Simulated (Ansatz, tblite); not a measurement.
**BH2(CF3) (CH₂BF₃): rung by rung**

Aim: run the singlet of BH2(CF3) (CH₂BF₃) at one geometry on many levels, and compare frontier levels, spin and run time.

Computed with Ansatz 0.2.0, Gaussian basis. Level: as each input shows.

Plan: GFN1-xTB, GFN2-xTB, PBE-D4/def2-TZVP, r2SCAN-D4/def2-TZVP, B97M-V/def2-TZVP, revPBE-D4/def2-TZVP, r2SCANh-D4/def2-TZVP, BHLYP-D4/def2-TZVP, CAM-B3LYP-D4/def2-TZVP, LC-ωPBE/def2-TZVP, LDA/def2-TZVP, PBE-D4/def2-SVP, PBE0-D4/def2-SVP, HF/STO-3G, HF/6-31G, B3LYP-D4/6-31G, CCSD(T)/def2-TZVPP, MP2/def2-TZVP, RPA/def2-TZVP.

## Step 1: The structure

The singlet was relaxed beforehand with PBE-D4/def2-SVP.

7 atoms, charge 0, spin multiplicity 1.

Bond lengths: B1–H2 1.210 Å, B1–H3 1.210 Å, B1–C4 1.595 Å, C4–F5 1.352 Å, C4–F6 1.379 Å, C4–F7 1.352 Å. Angles: H2–B1–H3 122.6°, H2–B1–C4 118.5°, H3–B1–C4 118.6°, B1–C4–F5 115.8°, B1–C4–F6 102.2°, B1–C4–F7 115.8°, F5–C4–F6 107.6°, F5–C4–F7 107.2°, F6–C4–F7 107.6°.

PBE0-D4/def2-TZVP was run before; its log isn't repeated, and its numbers join the tables.

## Step 2: GFN1-xTB

Tight binding, by tblite at 300 K electronic temperature and without a spin-polarisation term:

```python
tblite.interface.Calculator('GFN1-xTB', numbers, positions, charge=0, uhf=0).singlepoint()
```

Energy -543.7064 eV, HOMO -13.58 eV, LUMO -9.49 eV; 0.003 s.

## Step 3: GFN2-xTB

Tight binding, by tblite at 300 K electronic temperature and without a spin-polarisation term:

```python
tblite.interface.Calculator('GFN2-xTB', numbers, positions, charge=0, uhf=0).singlepoint()
```

Energy -505.3010 eV, HOMO -12.96 eV, LUMO -9.39 eV; 0.002 s.

## Step 4: PBE-D4/def2-TZVP

start.molden holds the orbitals of an earlier run on this state, given as this run's starting guess.

Contents of in.yaml:

```yaml
crystal:
  periodic: [false, false, false]
  atoms:
    - {symbol: B, position_ang: [0.479697, 0.828623, 0.012427]}
    - {symbol: H, position_ang: [1.688756, 0.791420, -0.004540]}
    - {symbol: H, position_ang: [-0.143137, 1.857819, -0.115902]}
    - {symbol: C, position_ang: [-0.323402, -0.548356, 0.076182]}
    - {symbol: F, position_ang: [0.305008, -1.566786, 0.705822]}
    - {symbol: F, position_ang: [-0.431828, -0.885676, -1.256566]}
    - {symbol: F, position_ang: [-1.575094, -0.477044, 0.582578]}
basis:
  gaussian: {orbitals: def2-TZVP, initial_orbitals: start.molden}
hamiltonian: {xc: pbe, dispersion: d4}
scf: {omitted_lower_state_checks: [starts]}
output: {orbitals: {seedname: orbitals}}
```

The run is started by

```bash
$ ansatz run in.yaml --threads 4 --pin off --events-out ev --progress --plain --max-ram 3916MiB
```

The runs that follow: r2SCAN-D4/def2-TZVP; B97M-V/def2-TZVP; revPBE-D4/def2-TZVP; r2SCANh-D4/def2-TZVP; BHLYP-D4/def2-TZVP; CAM-B3LYP-D4/def2-TZVP; LC-ωPBE/def2-TZVP; LDA/def2-TZVP; PBE-D4/def2-SVP; PBE0-D4/def2-SVP; HF/STO-3G; HF/6-31G; B3LYP-D4/6-31G; CCSD(T)/def2-TZVPP; MP2/def2-TZVP; RPA/def2-TZVP.

Before running them: what should the planned runs give, taken together? Wanted: gap in def2-TZVP, named functionals, smallest and largest; correlation energy, CCSD(T)/def2-TZVPP; correlation energy, MP2/def2-TZVP; binding an atom, CCSD(T)/def2-TZVPP; PBE0 total energy, smallest basis above largest.

The runs gave:

```
                                                 quantity                              value
gap in def2-TZVP, named functionals, smallest and largest  4.55 eV (LDA), 12.71 eV (LC-ωPBE)
                   correlation energy, CCSD(T)/def2-TZVPP                          -28.58 eV
                        correlation energy, MP2/def2-TZVP                          -27.07 eV
                      binding an atom, CCSD(T)/def2-TZVPP                           3.744 eV
          PBE0 total energy, smallest basis above largest     11.86 eV (def2-SVP, def2-TZVP)
```

What this shows: Orbital gaps of the named functionals in def2-TZVP span 4.55 eV (LDA) to 12.71 eV (LC-ωPBE); exact exchange widens it. A small miss in a minimal or small basis is a cancelling of errors, not accuracy. The functionals in def2-TZVP miss CCSD(T)/def2-TZVPP by -0.077 (BHLYP-D4) to +0.870 eV (LDA) an atom. CCSD(T)/def2-TZVPP isn't at the basis-set limit; small misses against it rank nothing.
